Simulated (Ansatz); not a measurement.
# Ga4SbAs3: the band gap up the ladder of functionals

An exercise on one series of results from a longer session: the logs are not shown, and one member is left open.

The runs shown are made with Ansatz 0.2.0. PAW datasets, plane waves. These are computed values for a spin-unpolarised cell that may be hypothetical; none is a measurement.

**The structure to begin with**

The cell was relaxed beforehand with r2SCAN.

It is cubic, P-43m (No. 215); conventional cell a = 5.787 Å, 24.23 Å³ an atom. Around As lie 4 Ga at 2.48 Å; around Ga lie 3 As at 2.48 Å and 1 Sb at 2.59 Å; around Sb lie 4 Ga at 2.59 Å.

The structure in full:

Space group P-43m (No. 215). a = 5.787 Å, b = 5.787 Å, c = 5.787 Å, α = 90.00°, β = 90.00°, γ = 90.00°
```json
{"atom": "As", "site": "3d", "symmetry": "-42.m", "x": "0.5000", "y": "0.0000", "z": "0.0000"}
{"atom": "Ga", "site": "4e", "symmetry": ".3m", "x": "0.2418", "y": "0.7582", "z": "0.7582"}
{"atom": "Sb", "site": "1b", "symmetry": "-43m", "x": "0.5000", "y": "0.5000", "z": "0.5000"}
```

The first run:

The input, input.yaml:

```yaml
crystal:
  lattice:
    - [5.7873977705, 0.0, 0.0]
    - [0.0, 5.7873977705, 0.0]
    - [0.0, 0.0, 5.7873977705]
  atoms:
    - { symbol: As, position: [0.5, 0.0, 0.0] }
    - { symbol: Ga, position: [0.2417650087, 0.7582349913, 0.7582349913] }
    - { symbol: As, position: [0.0, 0.5, 0.0] }
    - { symbol: Ga, position: [0.7582349913, 0.2417650087, 0.7582349913] }
    - { symbol: As, position: [0.0, 0.0, 0.5] }
    - { symbol: Ga, position: [0.7582349913, 0.7582349913, 0.2417650087] }
    - { symbol: Sb, position: [0.5, 0.5, 0.5] }
    - { symbol: Ga, position: [0.2417650087, 0.2417650087, 0.2417650087] }
kpoints:
  mp_grid: { grid: [4, 4, 4] }
  band_path:
    path:
      - [[0.0, 0.0, 0.0], [2.062865314387e-50, 0.5, 3.130211410663e-34], [0.5, 0.5, -5.133824030113e-34], [0.0, 0.0, 0.0], [0.5, 0.5, 0.5], [2.062865314387e-50, 0.5, 3.130211410663e-34]]
      - [[0.5, 0.5, 0.5], [0.5, 0.5, -5.133824030113e-34]]
    npoints: 10
hamiltonian:
  xc: pbe
scf:
  occupations: { method: fermi_dirac, width: 0.02 }
  n_extra_bands: 6
output:
  forces: true
  stress: true
  eigenvalues: true
```

Launch:

```sh
$ ansatz run input.yaml --threads 4 --pin off --max-ram 6451MiB --backend cpu --events-out ev --progress --plain --runs-dir out
```

Steps of the session up to this table: PBE bands along the symmetry lines; r2SCAN at the same geometry; HSE06 at the same geometry; Single point with PBE+SOC.

One table of the session follows, with a row left open; its other results are not shown here.

| level | gap (eV) |
| --- | --- |
| PBE | ? |
| r2SCAN | 0.43 |
| HSE06 | 0.78 |
| PBE+SOC | 0.00 |

Q: Estimate the row for PBE from the others.

As computed: gap (eV): 0.03. In the column «gap (eV)» it lies between PBE+SOC (0.00) and r2SCAN (0.43).

In words: The gap runs from 0.00 eV (PBE+SOC) to 0.78 eV (HSE06). Against HSE06, PBE is short by 0.75 eV, at 4 % of it, and r2SCAN 56 %.

To keep in mind: Warnings in the runs' records: stress exchange threshold loose, stress scf threshold loose.
